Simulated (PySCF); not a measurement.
# C7H7ClSe: the cost of one run

Computed with PySCF 2.14.0 and routines of our own; the level stands in each step. Atoms count from 0.

### 1 The system as given

16 atoms, charge 0, multiplicity 1; geometry from: GFN2-xTB.

### 2 Relaxing the molecule at PBE0-D3(BJ)/def2-SVP

What the job is given:

```
{"job": {"xc": "PBE0", "basis": "def2-SVP", "d3": "d3bj", "grid": 1, "maxiter": 30, "shake": 0.01, "kind": "geom"}, "charge": 0, "multiplicity": 1}
C      3.103820    -0.298870     0.343090
Se     1.979620     1.330630     0.210800
C      0.198490     0.598860     0.172110
C     -0.012500    -0.757370     0.233870
C     -1.355100    -1.219970     0.197280
C     -2.397840    -0.299650     0.123160
Cl    -4.016380    -0.877490     0.089940
C     -2.125930     1.064300     0.065820
C     -0.838520     1.511690     0.115730
H      4.113160     0.063210     0.375390
H      2.914560    -0.900450    -0.527940
H      2.855010    -0.808710     1.262090
H      0.727880    -1.467970     0.294810
H     -1.577110    -2.268450     0.254470
H     -2.964210     1.748150     0.008530
H     -0.624000     2.579730     0.059040
```

Started as:

```console
$ OMP_NUM_THREADS=1 python heavy_run.py task.json out
```

The driver reads the jobs from task.json and runs them one after another.

**Question.** How long does this first job take on 1 thread of Arm Neoverse V1, shared host, and how much memory does it need?

About 2.4 min, with a peak of 0.83 GiB.
